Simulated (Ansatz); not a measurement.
# C (Diamond): the cost of one run

All numbers are computed with Ansatz 0.2.0, driven from Python. Level of theory: DFT PBE, plane waves, PAW.

**1. Starting point**

It takes space group Fd-3m (No. 227, cubic). The conventional cell has a = 3.567 Å, b = 3.567 Å, c = 3.567 Å, α = 90.00°, β = 90.00°, γ = 90.00°. C (site symmetry -43m) has 4 C at 1.54 Å as nearest neighbours.

No structure file is read: the coordinates are typed or built in the script.

**2. Script**

The input, elastic_c.py:

```python
"""Stiffness tensor and moduli of C."""

from dataclasses import replace

import ansatz as az
import numpy as np


def main() -> None:
    lattice = az.Lattice.of(
        (0.0, 1.78337, 1.78337),
        (1.78337, 0.0, 1.78337),
        (1.78337, 1.78337, 0.0),
    )
    sites = [
        ("C", (0.0, 0.0, 0.0)),
        ("C", (0.25, 0.25, 0.25)),
    ]
    system = az.Crystal(lattice=lattice)
    for symbol, position in sites:
        system = system.atom(symbol, position)

    calculation = system.calculation().basis(420).occupations("fixed").functional(az.Functional.PBE).kpoints(12, 12, 12)
    # relax, then strain
    rest = calculation.relax(cell=True).run(threads=1, pin="off").lattice
    relaxed = az.Crystal(lattice=az.Lattice.of(rest.cell_ang))
    for site in rest.sites:
        relaxed = relaxed.atom(site.symbol, site.position_frac)
    calculation = replace(calculation, crystal=relaxed)
    print("relaxed volume {:.3f} A^3".format(abs(np.linalg.det(rest.cell_ang))))
    out = calculation.elastic("relaxed_ion").run(threads=1, pin="off")
    elastic = out.elastic

    print("C_ij (GPa), Voigt order xx yy zz yz xz xy")
    for row in elastic.c_gpa:
        print(" ".join(f"{value:8.1f}" for value in row))
    print("smallest eigenvalue of C:", round(elastic.stability.min_eigenvalue_gpa, 1), "GPa; tensor positive definite:", elastic.stability.min_eigenvalue_gpa > 0)
    # averaged moduli need a positive definite tensor
    if elastic.stability.min_eigenvalue_gpa > 0:
        m = elastic.moduli
        print(f"K = {m.k_hill_gpa:.1f}, G = {m.g_hill_gpa:.1f}, E = {m.youngs_gpa:.1f} GPa, Poisson ratio {m.poisson:.3f}, K/G = {m.k_hill_gpa / m.g_hill_gpa:.2f}")


if __name__ == "__main__":
    main()
```

**3. The calls as engine input**

The engine receives this input (first run):

```yaml
crystal:
  lattice:
    - [0.0, 1.78337, 1.78337]
    - [1.78337, 0.0, 1.78337]
    - [1.78337, 1.78337, 0.0]
  atoms:
    - { symbol: C, position: [0.0, 0.0, 0.0] }
    - { symbol: C, position: [0.25, 0.25, 0.25] }
basis:
  ecutwfc: 420.0
kpoints:
  mp_grid:
    grid: [12, 12, 12]
hamiltonian:
  xc: pbe
scf:
  occupations:
    method: fixed
relax:
  cell: {}
```

**4. Launch**

Started as:

```console
python elastic_c.py
```

Q: Estimate wall time and peak memory on 1 thread of Arm Neoverse N1, shared host.

About 42 s, with a peak of 0.39 GiB.
